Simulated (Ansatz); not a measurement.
What does this script print? It uses Ansatz 0.2.0, Python API.

Contents of `k3li.xyz`:
```text
4
Lattice="6.185197 0.0 0.0 0.0 6.185197 0.0 0.0 0.0 6.185197" Properties=species:S:1:pos:R:3 pbc="T T T"
K     0.00000000    3.09259850    3.09259850
K     3.09259850    0.00000000    3.09259850
K     3.09259850    3.09259850    0.00000000
Li    0.00000000    0.00000000    0.00000000
```

`relax_k3li.py`:
```python
'''Geometry optimisation of K3Li from a disturbed start.'''

import warnings

import ansatz as az
from ase import Atoms
from ase.data import atomic_numbers
from ase.neighborlist import neighbor_list
import numpy as np
import spglib

DISPERSION = 'D3(BJ)'
CUTOFF = 470
KMESH = (3, 3, 3)
OCCUPATIONS = 'fermi_dirac'
SMEARING_WIDTH = 0.1

warnings.simplefilter('ignore', az.DeckWarning)

cell = az.Crystal.from_extxyz('k3li.xyz')
# push one atom off its site

calculation = (
    cell.move(3, to=(0.02425145, -0.02425145, 0.02425145)).fix(0).calculation()
    .functional(az.Functional.PBESOL, dispersion=DISPERSION)
    .pseudopotentials('paw')
    .basis(CUTOFF)
    .kpoints(*KMESH, center='gamma')
    .occupations(OCCUPATIONS, width=SMEARING_WIDTH)
    .relax()
)
steps = []


def collect(event):
    if event['event'] == 'relax_step':
        steps.append(event['data'])


result = calculation.session().plan().execute(on_event=collect)
data = result.report
print('step   energy (eV)     max comp. (eV/A)  SCF')
for s in steps:
    print(f'{s["step"]:4d} {s["lagrangian_ev"]:15.5f} {s["allowed_force_max_ev_ang"]:12.4f} {s["n_scf"]:5d}')

first, last = steps[0], steps[-1]
symbols = [site.symbol for site in result.lattice.sites]
print(f'energy gained {first["lagrangian_ev"] - last["lagrangian_ev"]:.4f} eV in {len(steps) - 1} steps')

fractions = [site.position_frac for site in result.lattice.sites]
numbers = [atomic_numbers[s] for s in symbols]
for tolerance in (1e-3, 1e-2, 1e-1):
    print(f'space group at {tolerance} A:', spglib.get_spacegroup((result.lattice.cell_ang, fractions, numbers), symprec=tolerance))

print('relaxed fractional positions')
for site in result.lattice.sites:
    print(f'  {site.symbol:2s}', ' '.join(f'{v % 1:8.5f}' for v in np.round(site.position_frac, 5)))

moved = np.linalg.norm(np.array(last['positions_ang']) - np.array(first['positions_ang']), axis=1)
print('displacement by atom (A):', ' '.join(f'{s}:{d:.3f}' for s, d in zip(symbols, moved)))

final = Atoms(symbols, positions=last['positions_ang'], cell=result.lattice.cell_ang, pbc=True)
i, j, d = neighbor_list('ijd', final, 4.5)
print('neighbours within 1.1 times the shortest distance of each atom (A)')
for atom in range(len(final)):
    near = [m for m in np.argsort(d) if i[m] == atom]
    shell = [m for m in near if d[m] < 1.1 * d[near[0]]]
    print(f'{symbols[atom]}{atom} ({len(shell)}):', ', '.join(f'{symbols[j[m]]} {d[m]:.3f}' for m in shell))

print(f'free energy      {data["free_energy_ev"]:.5f} eV')
print(f'per atom         {data["free_energy_ev"] / len(result.lattice.sites):.5f} eV')
print(f'SCF iterations   {data["n_iterations"]}  (converged: {data["converged"]})')
```

Running `python relax_k3li.py` prints:
```text
step   energy (eV)     max comp. (eV/A)  SCF
   1     -4751.08572       0.0438     6
   2     -4751.09026       0.0317     5
   3     -4751.09506       0.0079     6
   4     -4751.09538       0.0021     5
energy gained 0.0097 eV in 3 steps
space group at 0.001 A: Cm (8)
space group at 0.01 A: Cm (8)
space group at 0.1 A: Pm-3m (221)
relaxed fractional positions
  K   0.00000  0.50000  0.50000
  K   0.50093  0.99881  0.50189
  K   0.50093  0.49811  0.00119
  Li  0.00105  0.99876  0.00124
displacement by atom (A): K:0.000 K:0.015 K:0.015 Li:0.247
neighbours within 1.1 times the shortest distance of each atom (A)
K0 (12): Li 4.363, K 4.364, K 4.364, K 4.373, K 4.373, Li 4.374, Li 4.374, K 4.375, K 4.375, K 4.383, K 4.383, Li 4.384
K1 (12): K 4.364, K 4.367, Li 4.370, Li 4.371, K 4.373, K 4.374, K 4.374, K 4.375, Li 4.376, Li 4.377, K 4.380, K 4.383
K2 (12): K 4.364, K 4.367, Li 4.370, Li 4.371, K 4.373, K 4.374, K 4.374, K 4.375, Li 4.376, Li 4.377, K 4.380, K 4.383
Li3 (12): K 4.363, K 4.370, K 4.370, K 4.371, K 4.371, K 4.374, K 4.374, K 4.376, K 4.376, K 4.377, K 4.377, K 4.384
free energy      -4751.09538 eV
per atom         -1187.77385 eV
SCF iterations   5  (converged: True)
```

Total energies depend on the potentials; only differences at equal settings carry meaning. Dispersion corrections can be off by several per cent in the lattices of metals, and by several GPa in the pressure at a fixed cell. The mesh is modest for a metal, so energies can be off by several to tens of meV an atom and pressures by half a GPa or more; differences at equal mesh fare better. Energies along a relaxation are free energies. A last row that repeats the one before re-solves the same geometry more tightly. The cell relaxed to the group Cm; tensors and edges are in the axes of the typed cell. This cell is a computed structure, which may not be the phase found in nature. The script silences the warnings on its input, which a real study should read. It ran for 14 s on 1 thread of Arm Neoverse V1, on a shared host, peak memory 0.5 GiB.

(Lines on the test bed's own set-up are left out of the output.)
